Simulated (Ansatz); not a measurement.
# Mg3W: the cost of one run

Program: Ansatz 0.2.0. Level of theory: DFT PBE, scalar-relativistic, plane waves, PAW. These are calculated values, not measurements.

2 further runs of the same task are left out: 1 that didn't finish, 1 set aside as unsound or not needed.

## Step 1: The starting structure

Symmetry: P6/mmm, No. 191, hexagonal system. Conventional cell: a = 4.163 Å, b = 4.163 Å, c = 4.447 Å, α = 90.00°, β = 90.00°, γ = 120.00°. Mg (site symmetry -6m2) is surrounded by 3 Mg at 2.40 Å and 3 W at 2.40 Å. Mg (site symmetry 6/mmm) is surrounded by 2 W at 2.22 Å. W (site symmetry 6/mmm) is surrounded by 8 Mg at 2.22 to 2.40 Å.

As a file:

```
Mg W
1.0
     4.16265    0.00000    0.00000
    -2.08133    3.60496    0.00000
     0.00000    0.00000    4.44659
Mg W
3 1
Direct
  0.33333 0.66667 0.50000
  0.66667 0.33333 0.50000
  0.00000 0.00000 0.00000
  0.00000 0.00000 0.50000
```

Recipe of the guess: random cell by space group and Wyckoff sites (P6/mmm, No. 191). The dimensions are guesses.

## Step 2: A first look at the guess

File input.yaml:

```yaml
crystal:
  lattice:
    - [4.16265188, 0.0, 0.0]
    - [-2.08132594, 3.60496228, 0.0]
    - [0.0, 0.0, 4.44659205]
  atoms:
    - { symbol: Mg, position: [0.33333333, 0.66666667, 0.5] }
    - { symbol: Mg, position: [0.66666667, 0.33333333, 0.5] }
    - { symbol: Mg, position: [0.0, 0.0, 0.0] }
    - { symbol: W, position: [0.0, 0.0, 0.5] }
basis:
  ecutwfc: 420
kpoints:
  mp_grid: { grid: [6, 6, 4] }
hamiltonian:
  xc: pbe
scf:
  occupations: { method: gaussian, width: 0.1 }
  lower_state_search: "off"
output:
  forces: true
  stress: true
  eigenvalues: true
```

Run with:

```
> ansatz run input.yaml --threads 1 --pin off --max-ram 2048MiB --backend cpu --events-out ev --progress --plain --runs-dir out
```

Q: Estimate wall time and peak memory on 1 thread of Arm Neoverse V2, shared host.

About 2.8 s, with a peak of 0.31 GiB.
